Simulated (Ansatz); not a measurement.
# AlIr: how the settings move a single-point run

Aim: see which settings change the result for AlIr, by how much, and at what cost.

Computed with Ansatz 0.2.0 (reference: DFT, PBEsol, PAW with Ansatz's default frozen-core files, scalar-relativistic, unless a step's input says otherwise).

## 1. The starting structure

It takes space group Pm-3m (No. 221, cubic). Conventional cell: a = 2.995 Å, b = 2.995 Å, c = 2.995 Å, α = 90.00°, β = 90.00°, γ = 90.00°. Al (site symmetry m-3m) has 8 Ir at 2.59 Å in its first shell of neighbours. Ir (site symmetry m-3m) has 8 Al at 2.59 Å in its first shell of neighbours.

As a file:

```
CELL_PARAMETERS angstrom
2.99455 0.00000 0.00000
0.00000 2.99455 0.00000
0.00000 0.00000 2.99455
ATOMIC_POSITIONS crystal
Al 0.00000 0.00000 0.00000
Ir 0.50000 0.50000 0.50000
```

## 2. Reference

File input.yaml:

```yaml
crystal:
  lattice:
    - [2.99455485, 0.0, 0.0]
    - [0.0, 2.99455485, 0.0]
    - [0.0, 0.0, 2.99455485]
  atoms:
    - { symbol: Al, position: [0.0, 0.0, 0.0] }
    - { symbol: Ir, position: [0.5, 0.5, 0.5] }
kpoints:
  mp_grid: { grid: [10, 10, 10] }
scf:
  occupations: { method: fermi_dirac, width: 0.05 }
hamiltonian:
  xc: pbesol
  pseudopotentials: { kind: paw }
output:
  forces: true
  stress: true
  eigenvalues: true
  populations: true
  write_density: true
  write_potential: true
  elf: true
  volumetric_format: npy
```

Started as:

```console
$ ansatz run input.yaml --threads 1 --pin off --max-ram 2048MiB --backend cpu --events-out ev --progress --plain --runs-dir out
```

## 3. Changing settings: occupations.method gaussian, occupations.width 0.01

Edit input.yaml of step 2 so:

```diff
@@ -11,3 +11,3 @@
 scf:
-  occupations: { method: fermi_dirac, width: 0.05 }
+  occupations: { method: gaussian, width: 0.01 }
 hamiltonian:
```

**Question.** What will these runs give? Wanted: for each run, ending; energy change; pressure; gap; force.

**Answer**, as computed:

| run | ending | energy change | pressure (GPa) | gap (eV) | force (eV/Å) | cycles | time |
| --- | --- | --- | --- | --- | --- | --- | --- |
| reference | converged | 0 | -1.1 | 0.00 | 0.00 | 6 | 2.1 s |
| 1: occupations.method gaussian, occupations.width 0.01 | converged | -0.2 meV/atom (σ→0) | -1.1 | 0.00 | 0.00 | 6 | 2.1 s |

Residual by cycle in the longest SCF loop of each run; runs are numbered as in the table. The quantity is the density residual dr2, in eV.

| cycle | reference | run 1 |
| --- | --- | --- |
| 1 | 8.0e-4 | 8.1e-4 |
| 2 | 1.5e-4 | 1.5e-4 |
| 3 | 9.7e-7 | 8.1e-7 |
| 4 | 3.4e-8 | 3.0e-8 |
| 5 | 5.5e-10 | 8.3e-10 |
| 6 | 1.0e-11 | 1.4e-11 |

Changing the smearing leaves the energy as it was (-0.2 meV/atom).
